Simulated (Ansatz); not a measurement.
## CH₅GeO₂, SMILES [CH3][Ge]([OH])[OH]: vertical spin-state energies, step by step

Computed with the Python package of Ansatz (0.2.0).

The cells in order, each with its output:

```python
import ansatz
```

```python
BASIS_SET = "cc-pVDZ"
XC = "pbe"
```

```python
system = (
    ansatz.Crystal.molecule()
    .atom("C", (-0.0142, 0.9217, -0.8154))
    .atom("Ge", (0.6089, 0.0741, 0.7642))
    .atom("O", (1.3563, -1.466, 0.2901))
    .atom("O", (-0.6666, -0.234, 1.8868))
    .atom("H", (-0.8067, 0.3072, -1.3436))
    .atom("H", (-0.5424, 1.9405, -0.5412))
    .atom("H", (0.8045, 1.169, -1.5191))
    .atom("H", (0.7116, -1.965, -0.1536))
    .atom("H", (-1.3628, -0.7938, 1.4147))
)
```

```python
model = system.calculation()
model = model.basis(gaussian=BASIS_SET).functional(XC)
found = {}
for unpaired in [1, 3]:
    data = model.spin("collinear", total=unpaired).run(threads=1).report
    s = unpaired / 2
    found[unpaired] = data["free_energy_ev"]
    print(f"2S+1 = {unpaired + 1}: E = {found[unpaired]:.5f} eV, <S^2> = {abs(data['mean_field']['state']['spin_squared']):.3f} (pure state {s * (s + 1):.2f})")
lowest = min(found, key=found.get)
for unpaired, e in found.items():
    print(f"multiplicity {unpaired + 1}: {96.485332 * (e - found[lowest]):.1f} kJ/mol above the lowest")
```

    2S+1 = 2: E = -61715.24525 eV, <S^2> = 0.751 (pure state 0.75)
    2S+1 = 4: E = -61708.70078 eV, <S^2> = 3.753 (pure state 3.75)
    multiplicity 2: 0.0 kJ/mol above the lowest
    multiplicity 4: 631.4 kJ/mol above the lowest

In order: multiplicity 2 (+0.00 eV) and multiplicity 4 (+6.54 eV), all at the one geometry.

Caveats:
- Total energies depend on the basis set; only differences at equal settings carry meaning.
- The geometry is a force-field or estimated start, not a minimum of this method, and the basis set is short of its limit. All parts are taken at fixed geometry, without zero-point energy.
- The species is open-shell (spin multiplicity 2).
- Wall time of the script: 25 s on 1 thread of Arm Neoverse V2, with other jobs on the host, peak memory 0.3 GiB.

(Lines on the test bed's own set-up are left out of the output.)
